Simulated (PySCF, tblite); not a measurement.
**C₄H₁₂NPSi₂: geometry, infrared bands and NMR shifts**

Aim: predict the infrared bands and NMR shifts of C₄H₁₂NPSi₂ (`CC#C[Si@H](P)CN[SiH3]`).

The runs use tblite 0.8.0 and PySCF 2.14.0, with density-fitted response routines of our own; the level of theory stands in each step. All values are computed, except where a source is named. Atoms are numbered from 0 throughout.

## Step 1: The starting structure

20 atoms, charge 0, multiplicity 1; geometry from: force field or distance geometry start.

Bonds of the start (Å): C0–C1 1.45, C1–C2 1.23, C2–Si3 1.81, Si3–P4 2.20, Si3–C5 1.86, C5–N6 1.47, N6–Si7 1.79, C0–H8 1.13, C0–H9 1.10, C0–H10 1.13, Si3–H11 1.48, P4–H12 1.45, P4–H13 1.44, C5–H14 1.11, C5–H15 1.13, N6–H16 1.05, Si7–H17 1.45, Si7–H18 1.47, Si7–H19 1.48.

## Step 2: Relaxing the molecule with GFN2-xTB

What the job is given:

```
{"job": {"kind": "relax", "xc": "GFN2-xTB", "basis": "xTB"}, "charge": 0, "multiplicity": 1}
C     -3.946600     1.819200    -0.176100
C     -2.750800     1.019600    -0.377800
C     -1.740700     0.325600    -0.527700
Si    -0.278800    -0.702300    -0.804100
P     -0.618000    -2.718300     0.017600
C      1.213000     0.127500    -0.054600
N      2.435300    -0.561200    -0.482300
Si     3.823500     0.286400     0.266600
H     -4.848200     1.141800    -0.247900
H     -3.889500     2.299000     0.812000
H     -4.086000     2.563600    -1.014500
H     -0.029800    -0.855000    -2.253100
H     -1.631500    -3.366200    -0.793600
H     -1.019900    -2.718000     1.398800
H      1.268100     1.167900    -0.437900
H      1.138600     0.156900     1.077100
H      2.436800    -1.552200    -0.137500
H      4.201300    -0.340600     1.518900
H      3.401700     1.664800     0.537400
H      4.916300     0.252000    -0.734000
```

The run is started by

```bash
> OMP_NUM_THREADS=1 python probes_run.py task.json out
```

The driver reads the jobs from task.json and runs them one after another.

**Question.** This job is followed by: GFN2-xTB harmonic vibrations, gas phase; GIAO PBE0/pcSseg-1 NMR shielding, non-relativistic, gas phase. Predict these results of the whole session: strongest single infrared mode (GFN2-xTB); zero-point energy (GFN2-xTB); ¹³C shifts against TMS (PBE0/pcSseg-1); ¹H shifts against TMS (PBE0/pcSseg-1, means over atoms taken as alike); ²⁹Si shifts against TMS (PBE0/pcSseg-1); ³¹P shifts against H3PO4 (PBE0/pcSseg-1); ¹⁵N shifts against NH3 (PBE0/pcSseg-1); surface potential, 1st and 99th percentile.

**Answer**, as computed:

| quantity | value |
| --- | --- |
| strongest single infrared mode (GFN2-xTB) | 2159 cm⁻¹, 380 km/mol |
| zero-point energy (GFN2-xTB) | 87.5 kcal/mol |
| ¹³C shifts against TMS (PBE0/pcSseg-1) | 115.7, 85.1, 36.1, 6.0 ppm |
| ¹H shifts against TMS (PBE0/pcSseg-1, means over atoms taken as alike) | 4.64, 4.61, 2.77, 2.65, 2.07, 1.20, -0.34 ppm |
| ²⁹Si shifts against TMS (PBE0/pcSseg-1) | -44.2, -54.1 ppm |
| ³¹P shifts against H3PO4 (PBE0/pcSseg-1) | -287.8 ppm |
| ¹⁵N shifts against NH3 (PBE0/pcSseg-1) | 9.5 ppm |
| surface potential, 1st and 99th percentile | -0.92 V and 1.06 V |

In words: Over 134 steps the energy fell by 1.116 eV; of the close pairs, N6–Si7 changed most, 1.791 to 1.715 Å. No mode is imaginary among the 54: a minimum at this level. The strongest single mode, at 2159 cm⁻¹, moves mainly H17. Unscaled tight-binding wavenumbers are off by several per cent, some by more. Its intensities can rank the bands wrongly.
